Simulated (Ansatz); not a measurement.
**SnH2 (triplet): B3LYP, wB97M-V, HSE06 over a scan of the angle H2–Sn1–H3, def2-SVP**

How well do these functionals follow the top wave-function level for SnH2 (triplet) over a scan of the angle H2–Sn1–H3?

Program: Ansatz 0.2.0, Gaussian basis. Level of theory: def2-SVP, all electrons in the functionals. These are calculated values, not measurements.

To be run: B3LYP, wB97M-V, HSE06, at 68.2°; 91.3°; 104.0°; 119.7°; 119.8°; 142.2°; 158.8°; 180.0°.

14 further runs of the same task are left out: 13 that didn't finish, 1 set aside as unsound or not needed.

## Step 1: The geometry

The geometry derives from a PBE0/def2-TZVP stationary point (not a proven minimum). One angle is set to the value named; bond lengths are kept. No spin-orbit coupling is included. Elements past krypton take def2 core potentials.

3 atoms, charge 0, spin multiplicity 3.

Atoms are counted from 1 here; the program's logs count them from 0.

Bond lengths: Sn1–H2 1.715 Å, Sn1–H3 1.715 Å. Angles: H2–Sn1–H3 119.7°.

No dispersion term is added; wB97M-V holds VV10 nonlocal correlation. B3LYP takes the VWN-RPA correlation. HSE06 is the plane-wave form.

The geometry shown and the zero of energy belong to the point 119.7°. The yardstick, FCI, and other wave-function levels (R restricted, U unrestricted, valence and pair active spaces) come from earlier runs.

## Step 2: B3LYP, 68.2°

The input, in.yaml:

```yaml
crystal:
  periodic: [false, false, false]
  atoms:
    - {symbol: Sn, position_ang: [0.000000, -0.023714, 0.000000]}
    - {symbol: H, position_ang: [0.000000, 1.396436, -0.961513]}
    - {symbol: H, position_ang: [0.000000, 1.396436, 0.961513]}
basis:
  gaussian: {orbitals: def2-SVP}
magnetization: {spin_polarized: true, initial_magnetization: 2}
hamiltonian: {xc: {name: B3LYP}}
```

Command:

```bash
$ ansatz run in.yaml --threads 1 --pin off --events-out ev --progress --plain --max-ram 2393MiB
```

After this run come: B3LYP, 91.3°; B3LYP, 104.0°; B3LYP, 119.7°; B3LYP, 119.8°; B3LYP, 142.2°; B3LYP, 158.8°; B3LYP, 180.0°; wB97M-V, 68.2°; wB97M-V, 91.3°; wB97M-V, 104.0°; wB97M-V, 119.7°; wB97M-V, 119.8°; wB97M-V, 142.2°; wB97M-V, 158.8°; wB97M-V, 180.0°; HSE06, 68.2°; HSE06, 91.3°; HSE06, 104.0°; HSE06, 119.7°; HSE06, 119.8°; HSE06, 142.2°; HSE06, 158.8°; HSE06, 180.0°.

Q: Predict the results of all the runs planned. Wanted: span of the FCI curve; largest miss, B3LYP; largest miss, wB97M-V; largest miss, HSE06.

The runs gave:

```
             quantity                 value
span of the FCI curve          118.5 kJ/mol
  largest miss, B3LYP   +3.7 kJ/mol (68.2°)
largest miss, wB97M-V  +4.3 kJ/mol (180.0°)
  largest miss, HSE06   +4.1 kJ/mol (68.2°)
```

In words: Of the functionals, B3LYP keep the smallest largest miss at the points compared (at most 3.7 kJ/mol) and wB97M-V strays most (4.3 kJ/mol, at 180.0°). Functionals and the yardstick converge differently with the basis, so part of each miss in def2-SVP is the basis.
